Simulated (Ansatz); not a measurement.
# CH₂BClF₂: how energies converge with the basis set

Aim: see how fast density functionals converge with the basis set for CH₂BClF₂.

Computed with Ansatz 0.2.0, Gaussian basis. Level: one geometry, several basis sets.

Levels to be run: PBE0-D4/def2-SVP; ωB97M-V/def2-SVP; PBE0-D4/def2-QZVPP; ωB97M-V/def2-QZVPP; the functionals' def2-TZVPP values are taken from earlier runs.

## Step 1: The relaxed structure

All runs share one geometry, relaxed beforehand with PBE0-D4 in a triple-zeta def2 set.

SMILES `FBC(F)Cl`, 7 atoms, charge 0, spin multiplicity 1.

Atoms are counted from 1 here; the program's logs count them from 0.

Bond lengths: F1–B2 1.317 Å, B2–C3 1.578 Å, B2–H6 1.193 Å, C3–F4 1.356 Å, C3–Cl5 1.802 Å, C3–H7 1.091 Å. Angles: F1–B2–C3 118.2°, F1–B2–H6 120.3°, C3–B2–H6 121.5°, B2–C3–F4 114.7°, B2–C3–Cl5 97.2°, B2–C3–H7 118.3°, F4–C3–Cl5 109.7°, F4–C3–H7 109.2°, Cl5–C3–H7 106.4°.

## Step 2: PBE0-D4 in def2-SVP

The input, in.yaml:

```yaml
crystal:
  periodic: [false, false, false]
  atoms:
    - {symbol: F, position_ang: [-1.779984, 0.732739, -0.051289]}
    - {symbol: B, position_ang: [-0.568448, 0.556492, 0.433418]}
    - {symbol: C, position_ang: [0.330243, -0.577433, -0.197230]}
    - {symbol: F, position_ang: [1.255179, -1.101535, 0.644136]}
    - {symbol: Cl, position_ang: [1.145582, 0.442870, -1.438093]}
    - {symbol: H, position_ang: [-0.159411, 1.264922, 1.301953]}
    - {symbol: H, position_ang: [-0.161961, -1.386054, -0.738696]}
basis:
  gaussian: {orbitals: def2-SVP}
hamiltonian: {xc: pbe0, dispersion: d4}
output: {orbitals: {seedname: orbitals}}
```

Run with:

```console
> ansatz run in.yaml --threads 2 --pin off --events-out ev --progress --plain --max-ram 4352MiB
```

Further steps of the session: ωB97M-V in def2-SVP; PBE0-D4 in def2-QZVPP; ωB97M-V in def2-QZVPP.

Q: Predict the results of all the runs planned. Wanted: PBE0-D4: double and triple zeta above quadruple; ωB97M-V: double and triple zeta above quadruple.

The runs gave:

| quantity | value |
| --- | --- |
| PBE0-D4: double and triple zeta above quadruple | 13.69, 0.74 eV |
| ωB97M-V: double and triple zeta above quadruple | 13.80, 0.71 eV |

In words: For PBE0-D4 the step from double to triple zeta gains 12.94 eV and the next only 0.74 eV. Total energies overstate the basis error of differences, where much of it tends to cancel.
